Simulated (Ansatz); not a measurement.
# CrCN: a trial structure relaxed

Where does this trial cell of CrCN go when cell and atoms are let free?

Method: DFT PBE, scalar-relativistic, plane waves, PAW, in Ansatz 0.2.0.

## Step 1: Starting point

It takes space group P-6m2 (No. 187, hexagonal). Conventional cell: a = 3.497 Å, b = 3.497 Å, c = 3.633 Å, α = 90.00°, β = 90.00°, γ = 120.00°. Cr (site symmetry -6m2) has 3 C at 2.02 Å and 6 N at 2.72 Å in its first shell of neighbours. C (site symmetry -6m2) has 3 Cr at 2.02 Å in its first shell of neighbours. N (site symmetry -6m2) has 6 Cr at 2.72 Å and 6 C at 2.72 Å in its first shell of neighbours.

As a file:

```cif
data_structure
_symmetry_space_group_name_H-M 'P-6m2'
_symmetry_Int_Tables_number 187
_cell_length_a 3.4966
_cell_length_b 3.4966
_cell_length_c 3.6331
_cell_angle_alpha 90.000
_cell_angle_beta 90.000
_cell_angle_gamma 120.000
_cell_volume 38.47
loop_
_atom_site_label
_atom_site_type_symbol
_atom_site_symmetry_multiplicity
_atom_site_Wyckoff_symbol
_atom_site_fract_x
_atom_site_fract_y
_atom_site_fract_z
_atom_site_occupancy
Cr1 Cr 1 b 0.00000 0.00000 0.50000 1
C1 C 1 d 0.33333 0.66667 0.50000 1
N1 N 1 e 0.66667 0.33333 0.00000 1
```

The cell is invented: species swapped into a database cell of EuZnGe (P-6m2, No. 187), with N on the Eu sites, Cr on the Zn sites and C on the Ge sites. The dimensions are guesses.

## Step 2: Probe: one point on a coarse mesh

input.yaml

```yaml
crystal:
  lattice:
    - [3.49657727, 0.0, 0.0]
    - [-1.74828864, 3.02812474, 0.0]
    - [0.0, 0.0, 3.63314115]
  atoms:
    - { symbol: Cr, position: [0.33333333, 0.66666667, 0.5], spin: 3.0 }
    - { symbol: C, position: [0.66666667, 0.33333333, 0.5] }
    - { symbol: "N", position: [0.0, 0.0, 0.0] }
basis:
  ecutwfc: 420
kpoints:
  mp_grid: { grid: [6, 6, 6] }
hamiltonian:
  xc: pbe
scf:
  occupations: { method: gaussian, width: 0.1 }
  lower_state_search: "off"
output:
  forces: true
  stress: true
  eigenvalues: true
  populations: true
magnetization:
  spin_polarized: true
```

Run with:

```sh
ansatz run input.yaml --threads 1 --pin off --max-ram 2560MiB --backend cpu --events-out ev --progress --plain --runs-dir out
```

The session goes on with these runs: a loose first relaxation; full relaxation.

**Question.** What will these runs give? Wanted: conventional cell; volume; energy over the elements; gap on the mesh; total moment.

The runs gave:

| quantity | value |
| --- | --- |
| symmetry at the end (tolerance 0.05 Å) | space group P-6m2 (No. 187) |
| conventional cell | a = 3.218 Å, b = 3.218 Å, c = 2.901 Å, α = 90.00°, β = 90.00°, γ = 120.00° |
| volume | 8.67 Å³/atom |
| energy over the elements (uncorrected; H, N, O, F and Cl as molecules) | +1.51 eV/atom |
| gap on the mesh | none (metal) |
| total moment | 0.37 μB/cell |

In words: The space group P-6m2 (No. 187) is kept, and the volume per atom shrinks by 32.4 % from the first guess. With a positive formation energy it can't be a ground state. No finished test with a distortion of lower symmetry is shown, so the end may be a saddle point. Other magnetic orders were not searched.
